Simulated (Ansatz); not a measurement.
# AlBrH2O2 + HF: a complex and its separated parts

Aim: how far the complex at one end of a reaction step lies below its separated, relaxed parts, level by level.

The runs use Ansatz 0.2.0, Gaussian basis; PBE0-D4/def2-TZVP structures, single points in def2-TZVPP, no counterpoise correction.

Levels: SPW92, PBE-D4, BLYP-D4, r2SCAN-D4, B97M-V, PBE0-D4, B3LYP-D4, r2SCAN0-D4, BHLYP-D4, CAM-B3LYP-D4, wB97X-V, wB97M-V, B2PLYP, PBE-QIDH, RPA on PBE, Hartree-Fock, MP2, CCSD, CCSD(T).

Cores are frozen in the correlated methods. Filled d shells of the heavier atoms are correlated. B3LYP uses VWN-RPA correlation. B2PLYP carries no dispersion term here.

94 further runs of the same task are left out: 94 set aside as unsound or not needed. Runs told in other sessions of the task aren't counted.

## 1. The system as given

The complex: 8 atoms, charge 0, spin multiplicity 1.

Atoms are counted from 1 here; the program's logs count them from 0.

Bond lengths: Al1–F2 2.019 Å, Al1–O3 1.683 Å, Al1–O4 1.683 Å, Al1–Br6 2.337 Å, F2–H5 0.954 Å, O3–H7 0.954 Å, O4–H8 0.954 Å. Angles: F2–Al1–O3 104.2°, F2–Al1–O4 104.2°, F2–Al1–Br6 84.0°, O3–Al1–O4 119.0°, O3–Al1–Br6 117.9°, O4–Al1–Br6 117.8°, Al1–F2–H5 94.1°, Al1–O3–H7 123.9°, Al1–O4–H8 123.9°.

Coordinates:

```xyz
8

Al   -0.3369   -0.0041   -0.1562
F     1.5071   -0.6872    0.3009
O    -0.3066    0.1830   -1.8283
O    -1.3786   -1.1402    0.5193
H     1.7316    0.0729    0.8318
Br    0.2837    1.8260    1.1588
H     0.0990    0.9232   -2.2732
H    -1.5995   -1.1737    1.4469
```

Its parts: AlBrH2O2 holds atoms 1, 3, 4, 6, 7, 8; HF holds atoms 2, 5. Each part counts its atoms afresh in its own runs.

## 2. Relaxing AlBrH2O2 alone

Input file relax-a/in.yaml:

```yaml
crystal:
  periodic: [false, false, false]
  atoms:
    - {symbol: Al, position_ang: [-0.336927, -0.004093, -0.156159]}
    - {symbol: O, position_ang: [-0.306571, 0.182966, -1.828342]}
    - {symbol: O, position_ang: [-1.378589, -1.140235, 0.519278]}
    - {symbol: Br, position_ang: [0.283708, 1.826041, 1.158786]}
    - {symbol: H, position_ang: [0.099039, 0.923245, -2.273158]}
    - {symbol: H, position_ang: [-1.599508, -1.173666, 1.446892]}
basis:
  gaussian: {orbitals: def2-TZVP}
hamiltonian: {xc: pbe0, dispersion: d4}
relax: {f_tol: 0.005, max_steps: 200}
```

Run with:

```
$ ansatz run in.yaml --threads 8 --pin off --events-out ev --progress --plain --max-ram 19148MiB
```

After this run come: Relaxing HF alone; SPW92/def2-TZVPP; PBE-D4/def2-TZVPP; BLYP-D4/def2-TZVPP; r2SCAN-D4/def2-TZVPP; B97M-V/def2-TZVPP; PBE0-D4/def2-TZVPP; B3LYP-D4/def2-TZVPP; r2SCAN0-D4/def2-TZVPP; BHLYP-D4/def2-TZVPP; CAM-B3LYP-D4/def2-TZVPP; wB97X-V/def2-TZVPP; wB97M-V/def2-TZVPP; B2PLYP/def2-TZVPP; PBE-QIDH/def2-TZVPP; RPA on PBE/def2-TZVPP; CCSD(T)/def2-TZVPP; Vibrations of AlBrH2O2; Vibrations of HF.

**Question.** What will these runs give? Wanted: complex less parts, CCSD(T)/def2-TZVPP; with zero-point energy; largest T1 diagnostic.

As calculated:

```
                              quantity           value
complex less parts, CCSD(T)/def2-TZVPP  -11.0 kcal/mol
                with zero-point energy   -9.7 kcal/mol
                 largest T1 diagnostic           0.010
```

At CCSD(T) the complex lies 11.0 kcal/mol below its parts. Among the functionals BLYP-D4 lands nearest to CCSD(T) (+0.2 kcal/mol) and SPW92 farthest (-8.3 kcal/mol). B3LYP-D4 is as near within the digits shown. Mean unsigned error by rung: LDA 8.3, GGA 0.9, meta-GGA 2.0, hybrid 1.1, range-separated hybrid 1.6, double hybrid 0.7 kcal/mol. The double hybrids carry no dispersion term here, unlike the levels marked D4 or V. PBE-D4 gives a relative energy 1.7 kcal/mol too low, outside chemical accuracy (1 kcal/mol). No counterpoise was applied, and triple zeta lacks some correlation, so the CCSD(T) reference has a basis error of its own, and close matches with it are partly luck.
